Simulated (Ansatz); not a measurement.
## ClFH2Si, SMILES F[SiH2]Cl: the interaction energy of a dimer with the counterpoise correction, step by step

With Ansatz 0.2.0, Python API.

Run as a notebook:

**Cell 1**
```python
import ansatz as az

BASIS_SET = 'cc-pVDZ'
FUNCTIONAL = 'r2scan'
```

**Cell 2**
```python
FIRST = [
    ('F', (-0.4793, 0.1333, 1.5502)),
    ('Si', (0.0552, -0.0619, 0.0657)),
    ('Cl', (-1.0896, 0.9926, -1.3037)),
    ('H', (0.0531, -1.489, -0.2882)),
    ('H', (1.4605, 0.4248, -0.0238)),
]
SECOND = [
    ('F', (0.721, 3.565, -2.033)),
    ('Si', (-0.4042, 4.6078, -2.4501)),
    ('Cl', (0.2277, 5.8367, -3.9955)),
    ('H', (-0.7841, 5.4308, -1.2924)),
    ('H', (-1.6191, 3.873, -2.9016)),
]
```

**Cell 3**
```python
def energy(atoms, ghosts=()):
    molecule = az.Crystal.molecule()
    for symbol, xyz in atoms:
        molecule = molecule.atom(symbol, xyz)
    calc = (
        molecule.calculation()
        .basis(gaussian=BASIS_SET)
        .functional(FUNCTIONAL)
    )
    deck = calc.input()
    if ghosts:
        deck = deck.set(az.key.basis.gaussian.ghost_atoms, [{'symbol': s, 'position_ang': list(xyz)} for s, xyz in ghosts])
    return az.Session.from_dict(deck).plan().execute().report['free_energy_ev']
```

**Cell 4**
```python
both = energy(FIRST + SECOND)
alone = energy(FIRST) + energy(SECOND)
ghosted = energy(FIRST, SECOND) + energy(SECOND, FIRST)
print(f'dimer {both:.6f} eV')
print(f'interaction, uncorrected   {(both - alone):8.3f} eV')
print(f'interaction, counterpoise  {(both - ghosted):8.3f} eV')
print(f'basis-set superposition    {(alone - ghosted):8.3f} eV')
```
Output:
```text
dimer -46299.410883 eV
interaction, uncorrected     -0.036 eV
interaction, counterpoise    -0.010 eV
basis-set superposition       0.026 eV
```

Uncorrected it is -0.036 eV, with the counterpoise correction -0.010 eV; the difference, 0.03 eV, is the superposition error.

Reading the output:
- Total energies depend on the basis set; only differences at equal settings carry meaning.
- The dimer is a generated trial pose of unrelaxed monomers, not a minimum, so the figure is no binding energy, and the basis set is small.
- This level lacks the dispersion part of the attraction (electrostatics and induction are there), which can decide the sign where the interaction is weak.
- Finished in 29 s on 1 thread of Arm Neoverse V2 (shared host), peak memory 0.26 GiB.

(Lines on the test bed's own set-up are left out of the output.)
